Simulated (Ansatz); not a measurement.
I need vertical spin-state energies of CH5F2NSi, SMILES CN[SiH](F)F. Use the Python package of Ansatz (0.2.0). Level of theory (for the species named): PBE, cc-pVDZ basis, multiplicity 1, D3BJ dispersion.

```yaml
atoms:
  - { symbol: C, position_ang: [-1.1871, 0.1749, -0.5900] }
  - { symbol: N, position_ang: [-0.1809, -0.6574, -0.1253] }
  - { symbol: Si, position_ang: [1.1171, -0.1046, 0.7691] }
  - { symbol: F, position_ang: [0.6817, 0.9107, 1.8948] }
  - { symbol: F, position_ang: [2.1043, 0.6617, -0.2586] }
  - { symbol: H, position_ang: [-0.8545, 0.9919, -1.2984] }
  - { symbol: H, position_ang: [-1.7175, 0.7277, 0.2303] }
  - { symbol: H, position_ang: [-1.9498, -0.3553, -1.1392] }
  - { symbol: H, position_ang: [0.2176, -1.1350, -0.8767] }
  - { symbol: H, position_ang: [1.8521, -1.2656, 1.3969] }
```

Script `ch5f2nsi.py`:
```python
import ansatz as az
from ase import Atoms

atoms = Atoms(["C", "N", "Si", "F", "F", "H", "H", "H", "H", "H"], positions=[
    (-1.1871, 0.1749, -0.59),
    (-0.1809, -0.6574, -0.1253),
    (1.1171, -0.1046, 0.7691),
    (0.6817, 0.9107, 1.8948),
    (2.1043, 0.6617, -0.2586),
    (-0.8545, 0.9919, -1.2984),
    (-1.7175, 0.7277, 0.2303),
    (-1.9498, -0.3553, -1.1392),
    (0.2176, -1.135, -0.8767),
    (1.8521, -1.2656, 1.3969),
])
geometry = az.Crystal.molecule_from_ase(atoms)

base = (
    geometry.calculation()
    .basis(gaussian="cc-pVDZ")
    .functional("pbe", dispersion="d3bj")
)
found = {}
for unpaired in [0, 2]:
    r = base.spin("collinear", total=unpaired).run(threads=1).report
    s = unpaired / 2
    found[unpaired] = r["free_energy_ev"]
    print(f"2S+1 = {unpaired + 1}: E = {found[unpaired]:.5f} eV, <S^2> = {abs(r['mean_field']['state']['spin_squared']):.3f} (pure state {s * (s + 1):.2f})")
lowest = min(found, key=found.get)
for unpaired, e in found.items():
    print(f"multiplicity {unpaired + 1}: {23.060548 * (e - found[lowest]):.1f} kcal/mol above the lowest")
```

```console
$ python ch5f2nsi.py
2S+1 = 1: E = -15910.56037 eV, <S^2> = 0.000 (pure state 0.00)
2S+1 = 3: E = -15903.85554 eV, <S^2> = 2.003 (pure state 2.00)
multiplicity 1: 0.0 kcal/mol above the lowest
multiplicity 3: 154.6 kcal/mol above the lowest
```

In order: multiplicity 1 (+0.00 eV) and multiplicity 3 (+6.70 eV), all at the one geometry.

Notes:
- Total energies depend on the basis set; only differences at equal settings carry meaning.
- The geometry is a force-field or estimated start, not a minimum of this method, and the basis set is short of its limit. All parts are taken at fixed geometry, without zero-point energy.
- Wall time of the script: 18 s on 1 thread of Arm Neoverse V1 (shared host), peak memory 0.26 GiB.
